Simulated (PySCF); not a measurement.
# C₄H₃F₃O₂: magnetic properties

What do calculations give for the magnetic properties of C₄H₃F₃O₂ (`FC1=CO[C@@H](C(F)F)O1`)?

Programs: PySCF 2.14.0, with routines of our own; each step states its level. All values are computed. Atoms count from 0.

## 1. The starting structure

12 atoms, charge 0, multiplicity 1; geometry from: GFN2-xTB.

## 2. Magnetic properties: GIAO KT3/pcSseg-1

What the job is given:

```
{"job": {"kind": "mag", "xc": "KT3", "basis": "pcSseg-1", "isotopologues": 0}, "charge": 0, "multiplicity": 1}
F      2.254172     0.375465     1.873510
C      1.482934     0.282336     0.814676
C      1.693712    -0.255240    -0.378558
O      0.554439    -0.086040    -1.149896
C     -0.394691     0.528333    -0.307893
C     -1.587250    -0.436934    -0.070218
F     -2.503468     0.154483     0.719632
F     -2.192677    -0.708911    -1.241945
O      0.223479     0.825236     0.921048
H      2.527748    -0.745027    -0.829635
H     -0.783217     1.448980    -0.772091
H     -1.273985    -1.383366     0.395344
```

Level: GIAO KT3/pcSseg-1 magnetisability, rotational g tensor and spin-rotation constants, non-relativistic, gas phase.

Run with:

```console
$ OMP_NUM_THREADS=1 python excited_run.py task.json out
```

This one command runs all jobs of the session in turn.

Log:

```text
coarse grid: 11640 points
cycle   1  E = -611.6119003578  dE =  1.693e+00  |g| = 1.257e+00  |ddm| = 3.230e+00
cycle   2  E = -610.9035943651  dE =  7.083e-01  |g| = 2.371e+00  |ddm| = 2.447e+00
cycle   3  E = -611.8439829173  dE = -9.404e-01  |g| = 2.725e-01  |ddm| = 1.835e+00
cycle   4  E = -611.8517165383  dE = -7.734e-03  |g| = 2.034e-01  |ddm| = 4.124e-01
cycle   5  E = -611.8603285297  dE = -8.612e-03  |g| = 5.179e-02  |ddm| = 2.093e-01
cycle   6  E = -611.8609347578  dE = -6.062e-04  |g| = 1.605e-02  |ddm| = 5.018e-02
cycle   7  E = -611.8609861988  dE = -5.144e-05  |g| = 4.686e-03  |ddm| = 1.495e-02
cycle   8  E = -611.8609906416  dE = -4.443e-06  |g| = 6.098e-04  |ddm| = 4.062e-03
final grid: 118176 points
cycle   9  E = -612.0523571605  dE = -2.076e-04  |g| = 4.622e-02  |ddm| = 7.119e-02
cycle  10  E = -612.0515083212  dE =  8.488e-04  |g| = 8.539e-02  |ddm| = 8.722e-02
cycle  11  E = -612.0526651524  dE = -1.157e-03  |g| = 6.436e-03  |ddm| = 6.250e-02
cycle  12  E = -612.0526737126  dE = -8.560e-06  |g| = 2.082e-03  |ddm| = 6.884e-03
cycle  13  E = -612.0526745699  dE = -8.573e-07  |g| = 8.254e-04  |ddm| = 2.284e-03
cycle  14  E = -612.0526747037  dE = -1.338e-07  |g| = 1.638e-04  |ddm| = 7.169e-04
cycle  15  E = -612.0526747083  dE = -4.669e-09  |g| = 5.084e-05  |ddm| = 1.542e-04
cycle  16  E = -612.0526747089  dE = -5.127e-10  |g| = 1.043e-05  |ddm| = 4.132e-05
converged SCF energy = -612.0526747089

Magnetisability tensor (1e-30 J/T^2)
     -982.50        4.25      -32.60
        4.25     -950.70      -13.17
      -32.60      -13.17    -1013.46
isotropic -982.22   principal values   -1035.01   -968.00   -943.64
isotropic susceptibility -59.151 1e-6 cm^3/mol

Inertial axes            a          b          c
rot. const./GHz      3.5631     1.0681     0.8749
chi total           -60.555    -59.694    -57.203
chi diamagnetic    -399.129  -1073.634  -1292.463
chi paramagnetic    338.574   1013.940   1235.261
quadrupole/D A       -2.994     -2.344      5.338
g nuclear            0.5251     0.4957     0.4941
g electronic        -0.5667    -0.5088    -0.5077
g total             -0.0416    -0.0131    -0.0136

Spin-rotation constants (kHz, H = +C I.J)
atom  isotope        aa         bb         cc
  0    19F        3.605      1.077      0.547
  6    19F        2.386      0.891      1.163
  7    19F        3.020      0.688      1.160
  9     1H       -0.183      0.024     -0.087
 10     1H       -0.259     -0.123      0.060
 11     1H       -0.280     -0.119      0.061
  1    13C*       1.618      0.323      0.276
  2    13C*       1.077      0.306      0.188
  3    17O*      -0.362     -0.104     -0.139
  4    13C*       1.017      0.278      0.255
  5    13C*       1.026      0.295      0.261
  8    17O*      -0.609     -0.134     -0.161
* in the singly substituted isotopologue
```

Wall time 42 s (1 thread of Arm Neoverse V1, shared host); peak memory 0.6 GiB.

From this job:

```tsv
quantity	value
magnetisability	-982·10⁻³⁰ J/T²
molar susceptibility	-59.2·10⁻⁶ cm³/mol
rotational g (a, b, c)	-0.0416, -0.0131, -0.0136
```

## 3. Magnetic properties: GIAO mPW1PW91/3-21G

Settings changed since step 2:

```diff
@@ -1,2 +1,2 @@
-{"job": {"kind": "mag", "xc": "KT3", "basis": "pcSseg-1", "isotopologues": 0}, "charge": 0, "multiplicity": 1}
+{"job": {"kind": "mag", "xc": "mPW1PW91", "basis": "3-21G", "scf": {"conv": 1e-11, "guess": "sap"}}, "charge": 0, "multiplicity": 1}
 F      2.254172     0.375465     1.873510
```

Method: GIAO mPW1PW91/3-21G magnetisability, rotational g tensor and spin-rotation constants, non-relativistic, gas phase.

Log:

```text
final grid: 118176 points
cycle   1  E = -597.0869927530  dE =  8.402e-01  |g| = 4.140e+00  |ddm| = 7.583e+00
cycle   2  E = -569.2798523776  dE =  2.781e+01  |g| = 8.931e+00  |ddm| = 1.304e+01
cycle   3  E = -599.6901487460  dE = -3.041e+01  |g| = 2.035e+00  |ddm| = 1.162e+01
cycle   4  E = -600.2550074926  dE = -5.649e-01  |g| = 1.477e+00  |ddm| = 3.344e+00
cycle   5  E = -600.6439474337  dE = -3.889e-01  |g| = 4.149e-01  |ddm| = 1.452e+00
cycle   6  E = -600.6651667594  dE = -2.122e-02  |g| = 2.258e-01  |ddm| = 5.490e-01
cycle   7  E = -600.6749883891  dE = -9.822e-03  |g| = 5.477e-02  |ddm| = 2.492e-01
cycle   8  E = -600.6755668230  dE = -5.784e-04  |g| = 1.305e-02  |ddm| = 6.109e-02
cycle   9  E = -600.6755969553  dE = -3.013e-05  |g| = 4.199e-03  |ddm| = 1.187e-02
cycle  10  E = -600.6756000960  dE = -3.141e-06  |g| = 9.388e-04  |ddm| = 3.853e-03
cycle  11  E = -600.6756002831  dE = -1.871e-07  |g| = 2.722e-04  |ddm| = 1.049e-03
cycle  12  E = -600.6756002967  dE = -1.365e-08  |g| = 3.704e-05  |ddm| = 2.819e-04
cycle  13  E = -600.6756002971  dE = -3.026e-10  |g| = 1.527e-05  |ddm| = 5.669e-05
cycle  14  E = -600.6756002971  dE = -3.979e-11  |g| = 4.668e-06  |ddm| = 1.665e-05
cycle  15  E = -600.6756002971  dE =  9.095e-13  |g| = 2.807e-06  |ddm| = 6.747e-06
converged SCF energy = -600.6756002971

Magnetisability tensor (1e-30 J/T^2)
    -1039.02      -10.87       -9.73
      -10.87    -1020.89      -16.80
       -9.73      -16.80    -1067.39
isotropic -1042.43   principal values   -1077.09  -1037.07  -1013.13
isotropic susceptibility -62.777 1e-6 cm^3/mol

Inertial axes            a          b          c
rot. const./GHz      3.5631     1.0681     0.8749
chi total           -63.362    -63.843    -61.125
chi diamagnetic    -399.381  -1073.266  -1293.273
chi paramagnetic    336.019   1009.423   1232.148
quadrupole/D A       -2.958     -3.362      6.320
g nuclear            0.5251     0.4957     0.4941
g electronic        -0.5625    -0.5065    -0.5064
g total             -0.0374    -0.0108    -0.0123

Spin-rotation constants (kHz, H = +C I.J)
atom  isotope        aa         bb         cc
  0    19F        3.039      0.831      0.241
  6    19F        1.204      0.719      0.796
  7    19F        2.063      0.466      0.787
  9     1H       -0.217      0.007     -0.096
 10     1H       -0.276     -0.131      0.045
 11     1H       -0.300     -0.128      0.044
  1    13C*       1.379      0.260      0.221
  2    13C*       0.962      0.242      0.143
  3    17O*      -0.228     -0.076     -0.106
  4    13C*       0.816      0.214      0.211
  5    13C*       0.846      0.237      0.219
  8    17O*      -0.456     -0.093     -0.118
* in the singly substituted isotopologue
```

Run time: 15 s. Hardware: 1 thread of Arm Neoverse V1, shared host; peak memory 0.59 GiB.

In short:

```tsv
quantity	value
magnetisability	-1042·10⁻³⁰ J/T²
molar susceptibility	-62.8·10⁻⁶ cm³/mol
rotational g (a, b, c)	-0.0374, -0.0108, -0.0123
```

## 4. The levels compared

```tsv
level	ξ (10⁻³⁰ J/T²)	g(a)	g(b)	gap (eV)	functions	time
GIAO KT3/pcSseg-1	-982	-0.0416	-0.0131	4.86	168	42 s
GIAO mPW1PW91/3-21G	-1042	-0.0374	-0.0108	7.08	87	15 s
```

## 5. Results

| quantity | value |
| --- | --- |
| magnetisability (step 2, GIAO KT3/pcSseg-1) | -982·10⁻³⁰ J/T² |
| molar susceptibility (step 2, GIAO KT3/pcSseg-1) | -59.2·10⁻⁶ cm³/mol |
| rotational g (a, b, c) (step 2, GIAO KT3/pcSseg-1) | -0.0416, -0.0131, -0.0136 |
| magnetisability over the levels | -1042 to -982·10⁻³⁰ J/T² |

The magnetisability spreads by 5.9 % over 2 levels, from GIAO mPW1PW91/3-21G (15 s) to GIAO KT3/pcSseg-1 (42 s); the runs took 15 s to 42 s. Two levels can agree by chance, so this spread shows no convergence. Vibrational averaging and real surroundings are missing from these values.
